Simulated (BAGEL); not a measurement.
# RI-MP2/cc-pVDZ (density fitting with qzvpp-jkfit) run of C2H6OSi (SMILES CO[Si]C)

What is the energy change on altering one bond length of C2H6OSi at RI-MP2/cc-pVDZ (density fitting with qzvpp-jkfit)? 

The calculation is run with BAGEL 1.2.2.

1 further run of the same task is left out (set aside as unsound or not needed). Runs told in other sessions of the task aren't counted.

### Step 1. The system as given

The species is C2H6OSi (10 atoms), meant as a singlet with charge 0. As SMILES, `CO[Si]C`. Geometry: relaxed at PBE0-D4/def2-TZVP. This is one conformer, not always the lowest.

Bond lengths: C1–O2 1.407 Å, O2–Si3 1.646 Å, Si3–C4 1.908 Å, C1–H5 1.093 Å, C1–H6 1.093 Å, C1–H7 1.093 Å, C4–H8 1.097 Å, C4–H9 1.097 Å, C4–H10 1.093 Å. Some angles: C1–O2–Si3 133.8°, O2–Si3–C4 103.0°, O2–C1–H5 109.2°, O2–C1–H6 112.4°, O2–C1–H7 109.1°, Si3–C4–H8 111.9°, Si3–C4–H9 111.9°, Si3–C4–H10 109.8°, H5–C1–H6 108.9°, H5–C1–H7 108.3°.

### Step 2. The energy at RI-MP2/cc-pVDZ (density fitting with qzvpp-jkfit)

Contents of input.json:

```json
{ "bagel": [

{
  "title": "molecule",
  "basis": "cc-pvdz.json",
  "df_basis": "qzvpp-jkfit",
  "angstrom": true,
  "geometry": [
    { "atom": "C", "xyz": [   -0.453800,    1.262700,   -0.782500 ] },
    { "atom": "O", "xyz": [    0.892900,    1.066700,   -0.423500 ] },
    { "atom": "Si", "xyz": [    1.695100,   -0.124400,    0.380400 ] },
    { "atom": "C", "xyz": [    0.308400,   -1.365000,    0.803300 ] },
    { "atom": "H", "xyz": [   -0.527200,    1.344800,   -1.869800 ] },
    { "atom": "H", "xyz": [   -1.097200,    0.445700,   -0.445300 ] },
    { "atom": "H", "xyz": [   -0.809600,    2.197600,   -0.342400 ] },
    { "atom": "H", "xyz": [   -0.184400,   -1.751200,   -0.097200 ] },
    { "atom": "H", "xyz": [   -0.467600,   -0.912400,    1.432500 ] },
    { "atom": "H", "xyz": [    0.726300,   -2.215800,    1.347400 ] }
  ]
},
{
  "title": "hf"
},
{
  "title": "mp2",
  "ncore": 8
}

]}
```

The basis set cc-pVDZ is read from a file made from the Basis Set Exchange's data (not shown).

Launch:

```sh
$ BAGEL_NUM_THREADS=1 BAGEL input.json > input.out
```

The program printed:

```text
* using 1 threads per process

  ===============================================================
  ===============================================================

  *** Geometry ***

  { "atom" : "C", "xyz" : [     -0.857558,      2.386157,     -1.478711 ] },
  { "atom" : "O", "xyz" : [      1.687336,      2.015771,     -0.800299 ] },
  { "atom" : "Si", "xyz" : [      3.203275,     -0.235082,      0.718852 ] },
  { "atom" : "C", "xyz" : [      0.582792,     -2.579476,      1.518017 ] },
  { "atom" : "H", "xyz" : [     -0.996264,      2.541304,     -3.533410 ] },
  { "atom" : "H", "xyz" : [     -2.073408,      0.842251,     -0.841495 ] },
  { "atom" : "H", "xyz" : [     -1.529922,      4.152862,     -0.647042 ] },
  { "atom" : "H", "xyz" : [     -0.348465,     -3.309288,     -0.183681 ] },
  { "atom" : "H", "xyz" : [     -0.883636,     -1.724186,      2.707033 ] },
  { "atom" : "H", "xyz" : [      1.372508,     -4.187255,      2.546217 ] },

  Number of auxiliary basis functions:      463

  Since a DF basis is specified, we compute 2- and 3-index integrals:
    o Being stored without compression. Storage requirement is 0.030 GB

  Number of basis functions:       90
  Number of electrons      :       40

    * METHOD: MOLECULE                             0.23

  *** RHF ***

  === Nuclear Repulsion ===
   160.1687469878

      * DIIS with orbital gradients will be used.

  === RHF iteration (cc-pvdz.json) ===
      0       -442.76594331          0.01617077           0.06
      1       -442.93329133          0.01107179           0.06
      2       -443.01130729          0.00186572           0.06
      3       -443.01442490          0.00082637           0.06
      4       -443.01500005          0.00015314           0.06
      5       -443.01502674          0.00003804           0.06
      6       -443.01502904          0.00001085           0.06
      7       -443.01502921          0.00000203           0.06
      8       -443.01502922          0.00000076           0.06
      9       -443.01502922          0.00000025           0.06
     10       -443.01502922          0.00000007           0.05
     11       -443.01502922          0.00000002           0.05
     12       -443.01502922          0.00000001           0.05
    * SCF iteration converged.

    * Permanent dipole moment:
           (    0.932857,     0.202131,     0.063023) a.u.

    * METHOD: HF                                   0.91

  *** RHF ***

  === Nuclear Repulsion ===
   160.1687469878

      * DIIS with orbital gradients will be used.

  === RHF iteration (cc-pvdz.json) ===
      0       -443.01502922          0.00000000           0.05
    * SCF iteration converged.

    * Permanent dipole moment:
           (    0.932857,     0.202131,     0.063023) a.u.

  === DF-MP2 calculation ===

    * freezing 8 orbitals
    * 3-index integral transformation done
    * assembly done

      MP2 correlation energy:   -0.5567100045      0.04

      MP2 total energy:       -443.5717392221

    * METHOD: MP2                                  0.17

  ===============================================================
```

Run time: 1.4 s. Hardware: 1 thread of Arm Neoverse V1, shared host; peak memory 0.12 GiB.

### Step 3. The distorted shape at the same level

Contents of input.json:

```json
{ "bagel" : [

{
  "title" : "molecule",
  "basis" : "cc-pvdz.json",
  "df_basis" : "qzvpp-jkfit",
  "angstrom" : true,
  "geometry" : [
    { "atom" : "C", "xyz" : [      -0.037818,       1.634855,      -0.909362 ] },
    { "atom" : "O", "xyz" : [       1.308882,       1.438855,      -0.550362 ] },
    { "atom" : "Si", "xyz" : [       2.111082,       0.247755,       0.253538 ] },
    { "atom" : "C", "xyz" : [       0.308400,      -1.365000,       0.803300 ] },
    { "atom" : "H", "xyz" : [      -0.111218,       1.716955,      -1.996662 ] },
    { "atom" : "H", "xyz" : [      -0.681218,       0.817855,      -0.572162 ] },
    { "atom" : "H", "xyz" : [      -0.393618,       2.569755,      -0.469262 ] },
    { "atom" : "H", "xyz" : [      -0.184400,      -1.751200,      -0.097200 ] },
    { "atom" : "H", "xyz" : [      -0.467600,      -0.912400,       1.432500 ] },
    { "atom" : "H", "xyz" : [       0.726300,      -2.215800,       1.347400 ] }
  ]
},

{ "title" : "hf" },

{ "title" : "mp2", "ncore" : 8 }

]}
```

The basis set cc-pVDZ is read from a file made from the Basis Set Exchange's data (not shown).

Launch:

```sh
$ BAGEL_NUM_THREADS=1 BAGEL input.json > input.out
```

The program printed:

```text
* using 1 threads per process

  ===============================================================
  ===============================================================

  *** Geometry ***

  { "atom" : "C", "xyz" : [     -0.071466,      3.089428,     -1.718445 ] },
  { "atom" : "O", "xyz" : [      2.473429,      2.719042,     -1.040033 ] },
  { "atom" : "Si", "xyz" : [      3.989367,      0.468189,      0.479117 ] },
  { "atom" : "C", "xyz" : [      0.582792,     -2.579476,      1.518017 ] },
  { "atom" : "H", "xyz" : [     -0.210172,      3.244575,     -3.773144 ] },
  { "atom" : "H", "xyz" : [     -1.287315,      1.545522,     -1.081229 ] },
  { "atom" : "H", "xyz" : [     -0.743830,      4.856133,     -0.886777 ] },
  { "atom" : "H", "xyz" : [     -0.348465,     -3.309288,     -0.183681 ] },
  { "atom" : "H", "xyz" : [     -0.883636,     -1.724186,      2.707033 ] },
  { "atom" : "H", "xyz" : [      1.372508,     -4.187255,      2.546217 ] },

  Number of auxiliary basis functions:      463

  Since a DF basis is specified, we compute 2- and 3-index integrals:
    o Being stored without compression. Storage requirement is 0.030 GB

  Number of basis functions:       90
  Number of electrons      :       40

    * METHOD: MOLECULE                             0.23

  *** RHF ***

  === Nuclear Repulsion ===
   150.2878307448

      * DIIS with orbital gradients will be used.

  === RHF iteration (cc-pvdz.json) ===
      0       -442.71036046          0.01674305           0.06
      1       -442.87445170          0.01218110           0.06
      2       -442.96886847          0.00183759           0.06
      3       -442.97221871          0.00084032           0.06
      4       -442.97295475          0.00024078           0.06
      5       -442.97302678          0.00007193           0.06
      6       -442.97303662          0.00002071           0.06
      7       -442.97303728          0.00000379           0.06
      8       -442.97303731          0.00000158           0.06
      9       -442.97303732          0.00000056           0.06
     10       -442.97303732          0.00000016           0.06
     11       -442.97303732          0.00000004           0.06
     12       -442.97303732          0.00000002           0.06
     13       -442.97303732          0.00000001           0.06
    * SCF iteration converged.

    * Permanent dipole moment:
           (    0.383141,    -0.322128,     0.248430) a.u.

    * METHOD: HF                                   0.95

  *** RHF ***

  === Nuclear Repulsion ===
   150.2878307448

      * DIIS with orbital gradients will be used.

  === RHF iteration (cc-pvdz.json) ===
      0       -442.97303732          0.00000000           0.05
    * SCF iteration converged.

    * Permanent dipole moment:
           (    0.383141,    -0.322128,     0.248430) a.u.

  === DF-MP2 calculation ===

    * freezing 8 orbitals
    * 3-index integral transformation done
    * assembly done

      MP2 correlation energy:   -0.5611321899      0.04

      MP2 total energy:       -443.5341695070

    * METHOD: MP2                                  0.17

  ===============================================================
```

Run time: 1.5 s. Hardware: 1 thread of Arm Neoverse V1, shared host; peak memory 0.12 GiB.

### Step 4. Results

At RI-MP2/cc-pVDZ (density fitting with qzvpp-jkfit), 8 core orbitals frozen:

| quantity | value |
| --- | --- |
| first shape: total energy | -443.57174 Eh |
| first shape: correlation energy (8 core orbitals frozen) | -556.7 mEh |
| distorted shape: total energy | -443.53417 Eh |
| distorted shape: correlation energy (8 core orbitals frozen) | -561.1 mEh |
| energy change with the Si3–C4 bond stretched from 1.908 to 2.480 Å | 1.022 eV |

With the Si3–C4 bond stretched from 1.908 to 2.480 Å the energy rises by 1.02 eV (24 kcal/mol). The first shape isn't relaxed at this level, so the change isn't measured from a minimum.
